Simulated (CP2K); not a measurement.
Runs of CP2K 2026.2 on NiMoIrPdW. It takes space group P3m1 (No. 156, trigonal). The conventional cell has a = 4.147 Å, b = 4.147 Å, c = 5.416 Å, α = 90.00°, β = 90.00°, γ = 120.00°. Around Ni (site symmetry 3m) lie 3 W at 2.40 Å and 3 Ir at 2.71 Å. Around Mo (site symmetry 3m) lie 1 W at 2.49 Å and 3 Ir at 2.64 Å and 3 Pd at 2.85 Å. Pd (site symmetry 3m) is surrounded by 2 Ir at 2.65 to 2.76 Å and 3 W at 2.76 Å and 3 Ni at 2.82 Å and 3 Mo at 2.85 Å. Ir (site symmetry 3m) has 3 Mo at 2.64 Å and 2 Pd at 2.65 to 2.76 Å and 3 Ni at 2.71 Å and 3 W at 2.77 Å as nearest neighbours. W (site symmetry 3m) has 3 Ni at 2.40 Å and 1 Mo at 2.49 Å as nearest neighbours. The cell was built by a generator and needn't be a form met in nature.

| task | level | potentials or basis | cell | k mesh | smearing | EPS_DEFAULT | k points reduced by the point group | NGRIDS | MPI ranks | CUTOFF of the grids | gap on the mesh (eV) | pressure (GPa) | moment (μB) | relaxed volume (Å³/atom) | largest force (eV/Å) |
| --- | --- | --- | --- | --- | --- | --- | --- | --- | --- | --- | --- | --- | --- | --- | --- |
| electron localisation function | PBE | GTH_POTENTIALS Ni GTH-PBE-q18, Pd GTH-PBE-q18, Ir GTH-PBE-q17, W GTH-PBE-q14; POTENTIAL_UZH Mo GTH-PBE-q14; TZVP-MOLOPT-SR-GTH, TZVP-MOLOPT-PBE-GTH basis | as given | 7 × 7 × 5 | fermi-dirac 0.01 eV | 1.0E-10 | yes | 5 | 4 | 600 Ry | none | -0.2 | 0.00 | - | 0.24 |
| band structure | LDA | GTH_POTENTIALS Ni GTH-PBE-q18, Pd GTH-PBE-q18, Ir GTH-PBE-q17, W GTH-PBE-q14; POTENTIAL_UZH Mo GTH-PBE-q14; TZVP-MOLOPT-SR-GTH, TZVP-MOLOPT-PBE-GTH basis | as given | 7 × 7 × 5 | fermi-dirac 0.05 eV | 1.0E-9 | yes | 4 | 4 | 1000 Ry | none | -11.9 | 0.00 | - | 0.30 |
| band structure | r2SCAN | GTH_POTENTIALS Ni GTH-PBE-q18, Pd GTH-PBE-q18, Ir GTH-PBE-q17, W GTH-PBE-q14; POTENTIAL_UZH Mo GTH-PBE-q14; TZVP-MOLOPT-SR-GTH, TZVP-MOLOPT-PBE-GTH basis | as given | 7 × 7 × 5 | fermi-dirac 0.05 eV | 1.0E-9 | yes | 4 | - | 1000 Ry | none | -5.3 | 0.00 | - | - |
| band structure | RPBE | GTH_POTENTIALS Ni GTH-PBE-q18, Pd GTH-PBE-q18, Ir GTH-PBE-q17, W GTH-PBE-q14; POTENTIAL_UZH Mo GTH-PBE-q14; TZVP-MOLOPT-SR-GTH, TZVP-MOLOPT-PBE-GTH basis | as given | 7 × 7 × 5 | fermi-dirac 0.05 eV | 1.0E-9 | yes | 4 | 4 | 1000 Ry | none | 3.1 | 0.00 | - | 0.21 |
| band structure | PBEsol | GTH_POTENTIALS Ni GTH-PBE-q18, Pd GTH-PBE-q18, Ir GTH-PBE-q17, W GTH-PBE-q14; POTENTIAL_UZH Mo GTH-PBE-q14; TZVP-MOLOPT-SR-GTH, TZVP-MOLOPT-PBE-GTH basis | as given | 7 × 7 × 5 | fermi-dirac 0.05 eV | 1.0E-9 | yes | 4 | 4 | 1000 Ry | none | -7.7 | 0.00 | - | 0.30 |
| atomic charges | PBE | GTH_POTENTIALS Ni GTH-PBE-q18, Pd GTH-PBE-q18, Ir GTH-PBE-q17, W GTH-PBE-q14; POTENTIAL_UZH Mo GTH-PBE-q14; TZVP-MOLOPT-SR-GTH, TZVP-MOLOPT-PBE-GTH basis | as given | 7 × 7 × 5 | fermi-dirac 0.1 eV | 1.0E-10 | yes | 5 | 4 | 600 Ry | none | -0.2 | 0.00 | - | 0.21 |
| band structure | vdW-DF-cx | GTH_POTENTIALS Ni GTH-PBE-q18, Pd GTH-PBE-q18, Ir GTH-PBE-q17, W GTH-PBE-q14; POTENTIAL_UZH Mo GTH-PBE-q14; TZVP-MOLOPT-SR-GTH, TZVP-MOLOPT-PBE-GTH basis | as given | 7 × 7 × 5 | fermi-dirac 0.05 eV | 1.0E-9 | yes | 4 | - | 1000 Ry | none | (b) | 0.00 | - | - |
| relaxation of cell and atoms | PBE+D4 | GTH_POTENTIALS Ni GTH-PBE-q18, Pd GTH-PBE-q18, Ir GTH-PBE-q17, W GTH-PBE-q14; POTENTIAL_UZH Mo GTH-PBE-q14; DZVP-MOLOPT-SR-GTH, DZVP-MOLOPT-PBE-GTH basis | relaxed | 6 × 6 × 4 | fermi-dirac 0.05 eV | 1.0E-9 | - | 4 | 4 | 600 Ry | none | 0.0 | 0.00 | 15.74 | 0.05 |
| relaxation of cell and atoms | PBE+D3(BJ) | GTH_POTENTIALS Ni GTH-PBE-q18, Pd GTH-PBE-q18, Ir GTH-PBE-q17, W GTH-PBE-q14; POTENTIAL_UZH Mo GTH-PBE-q14; DZVP-MOLOPT-SR-GTH, DZVP-MOLOPT-PBE-GTH basis | relaxed | 6 × 6 × 4 | fermi-dirac 0.05 eV | 1.0E-9 | - | 4 | - | 600 Ry | none | 0.0 | 0.00 | 15.69 | 0.06 |
| relaxation of cell and atoms | RPBE | GTH_POTENTIALS Ni GTH-PBE-q18, Pd GTH-PBE-q18, Ir GTH-PBE-q17, W GTH-PBE-q14; POTENTIAL_UZH Mo GTH-PBE-q14; DZVP-MOLOPT-SR-GTH, DZVP-MOLOPT-PBE-GTH basis | relaxed | 6 × 6 × 4 | fermi-dirac 0.05 eV | 1.0E-9 | - | 4 | 4 | 600 Ry | none | 0.0 | 0.00 | (a) | 0.02 |
| band structure | PBE | GTH_POTENTIALS Ni GTH-PBE-q18, Pd GTH-PBE-q18, Ir GTH-PBE-q17, W GTH-PBE-q14; POTENTIAL_UZH Mo GTH-PBE-q14; TZVP-MOLOPT-SR-GTH, TZVP-MOLOPT-PBE-GTH basis | as given | 7 × 7 × 5 | fermi-dirac 0.1 eV | 1.0E-9 | yes | 4 | - | 600 Ry | none | -0.2 | 0.00 | - | 0.21 |
| relaxation of cell and atoms | LDA | GTH_POTENTIALS Ni GTH-PADE-q18, Mo GTH-PADE-q14, Pd GTH-PADE-q18, Ir GTH-PADE-q17, W GTH-PADE-q14; DZVP-MOLOPT-SR-GTH, DZVP-MOLOPT-PBE-GTH basis | relaxed | 6 × 6 × 4 | fermi-dirac 0.05 eV | 1.0E-9 | - | 4 | - | 600 Ry | none | 0.0 | 0.00 | - | 0.22 |

Alike in all rows: spin collinear, ferromagnetic start.

Task: Fill in the values left out.

Result: (a) 16.45; (b) -6.5.

Caveats: the basis of atomic orbitals isn't converged, which shifts pressures, moduli and gaps; the potentials were made for another functional, which shifts forces and pressure (some runs); the forces don't sum to zero, a sign of grid noise (some runs); pairwise dispersion overbinds metals, which lowers pressure and volume (some runs); more than 0.5 GPa of stress was left at the end, so the final cell isn't listed (some runs).

A k mesh can miss the band edges, and the runs leave out spin-orbit coupling on Ir, Mo, Pd, W.

A gap of «none» marks a metal or a gap under the smearing width.

Not every run made on this cell is shown here.
